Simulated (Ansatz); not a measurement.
# HKS: the cost of one run

The runs use Ansatz 0.2.0, Gaussian basis; the settings change from run to run.

### Step 1. The molecule

An earlier PBE0-D4 in a triple-zeta def2 set relaxation fixed the geometry.

SMILES `[SH][K]`, 3 atoms, charge 0, spin multiplicity 1.

Atoms are counted from 1 here; the program's logs count them from 0.

Bond lengths: S1–K2 2.825 Å, S1–H3 1.344 Å. Angles: K2–S1–H3 96.0°.

Geometry (Å):

```xyz
3

S    -0.6254   -0.6832   -0.4241
K     1.7280    0.0547    0.9544
H    -1.1136    0.5637   -0.5436
```

### Step 2. B97/def2-SVPD

This run has atoms shaken by 0.08 Å, a point charge of 1.00 e beside it, high accuracy.

The input, in.yaml:

```yaml
crystal:
  periodic: [false, false, false]
  atoms:
    - {symbol: S, position_ang: [-0.621280, -0.709868, -0.502972]}
    - {symbol: K, position_ang: [1.797636, -0.048588, 0.889707]}
    - {symbol: H, position_ang: [-1.140589, 0.514120, -0.422877]}
basis:
  gaussian: {orbitals: def2-SVPD, point_charges: [{charge: 1.00, position_ang: [4.940, 0.329, -0.532]}]}
hamiltonian: {xc: {name: B97}}
accuracy: high
```

On the command line:

```console
> ansatz run in.yaml --threads 2 --pin off --events-out ev --progress --plain --max-ram 32768MiB --backend cpu
```

What time and memory should one allow on 2 threads of AMD EPYC 7R13, shared host?

About 17 s, with a peak of 0.52 GiB.
